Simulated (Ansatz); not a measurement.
**CH₃ClF₂Sn: a ladder of functionals and wavefunction methods**

The task here is to estimate one member of a computed series from the others.

The runs use Ansatz 0.2.0, Gaussian basis; functionals in def2-TZVPP, the program's frozen cores in correlated methods.

Levels to be run: LDA (SPW92), PBE-D4, revPBE-D4, BLYP-D4, r2SCAN-D4, B97M-V, PBE0-D4, B3LYP-D4, r2SCANh-D4, r2SCAN0-D4, HSE06-D4, BHLYP-D4, CAM-B3LYP-D4, LC-ωPBE, ωB97X-V, ωB97M-V, B2PLYP, PBE-QIDH; CCSD(T)/def2-SVP; CCSD(T)/def2-TZVPP; MP2/def2-QZVPP; extrapolation to the limit.

1 further run of the same task is left out (for a known fault of the program).

## The geometry

An earlier PBE0-D4 in a triple-zeta def2 set relaxation fixed the geometry. Sn takes the def2 core potential; no spin-orbit term is included.

SMILES `[CH3][Sn]([F])([F])[Cl]`, 8 atoms, charge 0, spin multiplicity 1.

Atoms are counted from 1 here; the program's logs count them from 0.

Bond lengths: C1–Sn2 2.106 Å, C1–H6 1.089 Å, C1–H7 1.089 Å, C1–H8 1.089 Å, Sn2–F3 1.903 Å, Sn2–F4 1.903 Å, Sn2–Cl5 2.294 Å. Angles: Sn2–C1–H6 108.1°, Sn2–C1–H7 108.7°, Sn2–C1–H8 108.7°, H6–C1–H7 110.4°, H6–C1–H8 110.4°, H7–C1–H8 110.4°, C1–Sn2–F3 111.6°, C1–Sn2–F4 111.7°, C1–Sn2–Cl5 117.1°, F3–Sn2–F4 103.3°, F3–Sn2–Cl5 106.0°, F4–Sn2–Cl5 106.0°.

Set-up of the first run:

Input file in.yaml:

```yaml
crystal:
  periodic: [false, false, false]
  atoms:
    - {symbol: C, position_ang: [-1.020584, -0.227910, 0.624034]}
    - {symbol: Sn, position_ang: [0.747429, 0.122220, -0.465579]}
    - {symbol: F, position_ang: [2.153556, -1.033930, 0.087730]}
    - {symbol: F, position_ang: [0.532246, -0.301360, -2.307939]}
    - {symbol: Cl, position_ang: [1.611758, 2.246688, -0.400815]}
    - {symbol: H, position_ang: [-1.304845, -1.269461, 0.482569]}
    - {symbol: H, position_ang: [-0.827936, -0.026273, 1.676286]}
    - {symbol: H, position_ang: [-1.799523, 0.432927, 0.247817]}
basis:
  gaussian: {orbitals: def2-TZVPP}
hamiltonian: {xc: lda}
output: {orbitals: {seedname: orbitals}}
```

Started as:

```
ansatz run in.yaml --threads 2 --pin off --events-out ev --progress --plain --max-ram 32768MiB --backend cpu
```

Steps of the session up to this table: LDA; PBE-D4 (GGA); revPBE-D4 (GGA); BLYP-D4 (GGA); r2SCAN-D4 (meta-GGA); B97M-V (meta-GGA); B3LYP-D4 (hybrid); r2SCANh-D4 (hybrid); r2SCAN0-D4 (hybrid); HSE06-D4 (hybrid); BHLYP-D4 (hybrid); CAM-B3LYP-D4 (range-separated); LC-ωPBE (range-separated); ωB97X-V (range-separated); ωB97M-V (range-separated); B2PLYP (double hybrid); PBE-QIDH (double hybrid).

One of the session's tables, all rows but one given; the rest of the session is left out.

It belongs to the step «Frontier levels by functional». 

```
  functional  HOMO (eV)  LUMO (eV)  gap (eV)
 LDA (SPW92)      -8.25      -3.15      5.10
      PBE-D4      -8.08      -2.81      5.27
   revPBE-D4      -8.02      -2.68      5.34
     BLYP-D4      -7.92      -2.77      5.15
   r2SCAN-D4      -8.45      -2.55      5.90
      B97M-V      -8.52      -2.55      5.98
     PBE0-D4      -9.51      -1.83      7.68
    B3LYP-D4      -9.23      -2.18      7.06
  r2SCANh-D4      -8.97      -2.20      6.77
  r2SCAN0-D4      -9.76      -1.68      8.08
    HSE06-D4      -9.11      -2.21      6.90
    BHLYP-D4     -10.78      -0.86      9.91
CAM-B3LYP-D4     -10.88      -0.84     10.04
     LC-ωPBE     -12.28       0.50     12.78
     ωB97X-V          ?          ?         ?
     ωB97M-V     -11.75       0.20     11.95
```

**Question.** Estimate the row for ωB97X-V.

The run gave: HOMO (eV): -11.90; LUMO (eV): 0.36; gap (eV): 12.25. In the column «HOMO (eV)» it lies between LC-ωPBE (-12.28) and ωB97M-V (-11.75).
